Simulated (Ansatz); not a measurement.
# SiClOF2 (SMILES [O][Si](F)(F)Cl) at U-r2SCAN0/def2-SVP

What is the vertical ionisation energy of SiClOF2 at U-r2SCAN0/def2-SVP? 

Program for the calculation: Ansatz 0.2.0.

70 further runs of the same task are left out: 2 that didn't finish, 68 set aside as unsound or not needed. Runs told in other sessions of the task aren't counted.

### Step 1. The structure to begin with

SiClOF2: 5 atoms, total charge 0, spin state doublet. As SMILES, `[O][Si](F)(F)Cl`. Geometry: relaxed at PBE0-D4/def2-TZVP.

Bond lengths: O1–Si2 1.641 Å, Si2–F3 1.569 Å, Si2–F4 1.569 Å, Si2–Cl5 2.005 Å. Angles: O1–Si2–F3 112.3°, O1–Si2–F4 112.3°, O1–Si2–Cl5 102.8°, F3–Si2–F4 106.3°, F3–Si2–Cl5 111.7°, F4–Si2–Cl5 111.7°.

### Step 2. The energy at U-r2SCAN0/def2-SVP

File job.yaml:

```yaml
basis:
  gaussian:
    orbitals: def2-SVP
crystal:
  periodic: [false, false, false]
  atoms:
    - {symbol: O, position_ang: [-0.173100, 0.048700, 1.622400]}
    - {symbol: Si, position_ang: [0.071000, -0.092200, 0.005600]}
    - {symbol: F, position_ang: [-0.374600, -1.493300, -0.542700]}
    - {symbol: F, position_ang: [1.581700, 0.074400, -0.383900]}
    - {symbol: Cl, position_ang: [-1.055100, 1.388700, -0.742800]}
hamiltonian:
  xc: {name: r2SCAN0}
accuracy: high
magnetization:
  spin_polarized: true
  initial_magnetization: 1
output: {orbitals: {seedname: orbitals}}
```

The run is started by

```bash
$ ansatz run job.yaml --threads 1 --pin off --max-ram 2610MiB --events-out events.jsonl --progress --plain --runs-dir runs
```

Standard output:

```text
Warning: RAYON_NUM_THREADS=1 ignored (pool sized by the plan → 1); use --threads N
Functional definition: r2SCAN0
  name "r2SCAN0"
  parameter a = 0.25
  parameter k0 = 0.174
  parameter k1 = 0.065
  parameter a1 = 4.9479
  exchange = (1 - a)*r2scan_x(k0 = k0, k1 = k1, a1 = a1) + a*exact_x
  correlation = r2scan_c
1499 factors; integrals over basis functions are off by at most 3.7e-9 eV
mean field evaluation 1: about -27853.5618 eV, gradient 4.9e1 eV
mean field evaluation 2: about -27793.6834 eV, gradient 1.2e2 eV
mean field evaluation 4: about -27865.3175 eV, gradient 1.3e1 eV
mean field evaluation 8: about -27866.2278 eV, gradient 6.3e-1 eV
mean field evaluation 16: about -27866.2297 eV, gradient 3.2e-3 eV
mean field evaluation 32: about -27866.2297 eV, gradient 6.1e-6 eV
mean field -27866.22972704 eV, -1024.0650540599 hartree, gradient 6.8e-8 eV, S^2 0.753828; 2 other end points of the search recorded, 0 dependent functions left out
reference -27866.22972794 eV, -1024.0650540929 hartree; 29, 28 occupied and 49, 50 virtual orbitals, 1499 factors
Total energy: -27866.22972794 eV, -1024.0650540929 hartree
```

It took 49 s on 1 thread of Intel Xeon Platinum 8259CL at 2.50GHz (Skylake/Cascade Lake), shared host; peak memory 0.53 GiB.

### Step 3. The singlet cation, same level

File run.yaml:

```yaml
crystal:
  periodic: [false, false, false]
  atoms:
    - {symbol: O, position_ang: [-0.173100, 0.048700, 1.622400]}
    - {symbol: Si, position_ang: [0.071000, -0.092200, 0.005600]}
    - {symbol: F, position_ang: [-0.374600, -1.493300, -0.542700]}
    - {symbol: F, position_ang: [1.581700, 0.074400, -0.383900]}
    - {symbol: Cl, position_ang: [-1.055100, 1.388700, -0.742800]}
basis:
  gaussian:
    orbitals: def2-SVP
total_charge: 1
hamiltonian:
  xc: {name: r2SCAN0}
accuracy: high
output: {orbitals: {seedname: orbitals}}
```

The run is started by

```bash
$ ansatz run run.yaml --threads 1 --pin off --max-ram 2610MiB --events-out events.jsonl --progress --plain --runs-dir runs
```

Standard output (excerpt; [...] marks lines left out):

```text
Warning: RAYON_NUM_THREADS=1 ignored (pool sized by the plan → 1); use --threads N
[... 8 set-up lines as earlier in the session ...]
1496 factors; integrals over basis functions are off by at most 3.6e-9 eV
mean field evaluation 1: about -27823.7383 eV, gradient 1.0e2 eV
mean field evaluation 2: about -27608.2141 eV, gradient 2.5e2 eV
mean field evaluation 4: about -27833.4836 eV, gradient 8.6e1 eV
mean field evaluation 8: about -27851.5518 eV, gradient 5.5e-1 eV
mean field evaluation 16: about -27851.7203 eV, gradient 1.8e-2 eV
mean field evaluation 32: about -27851.7203 eV, gradient 5.5e-6 eV
mean field -27851.72027781 eV, -1023.5318416355 hartree, gradient 4.6e-8 eV, S^2 0.000000; 2 other end points of the search recorded, 0 dependent functions left out
reference -27851.72027823 eV, -1023.5318416509 hartree; 28, 28 occupied and 50, 50 virtual orbitals, 1496 factors
Total energy: -27851.72027823 eV, -1023.5318416509 hartree
```

Run time: 19 s. Hardware: 1 thread of Intel Xeon Platinum 8259CL at 2.50GHz (Skylake/Cascade Lake), shared host; peak memory 0.3 GiB.

### Step 4. Outcome

Level: U-r2SCAN0/def2-SVP.

| quantity | value |
| --- | --- |
| doublet SiClOF2: total energy | -1024.06505 Eh |
| doublet SiClOF2: HOMO energy (highest over α and β) | -10.40 eV |
| doublet SiClOF2: LUMO energy (lowest over α and β) | -5.21 eV |
| doublet SiClOF2: ⟨S²⟩ | 0.754 |
| singlet cation: total energy | -1023.53184 Eh |
| singlet cation: HOMO energy | -18.39 eV |
| singlet cation: LUMO energy | -16.28 eV |
| singlet cation: HOMO–LUMO gap | 2.11 eV |
| vertical ionisation energy (to the singlet cation) | 14.509 eV |

In words: The vertical ionisation energy comes to 14.51 eV (335 kcal/mol). Only the singlet of the ionised species was computed; a triplet could lie lower.
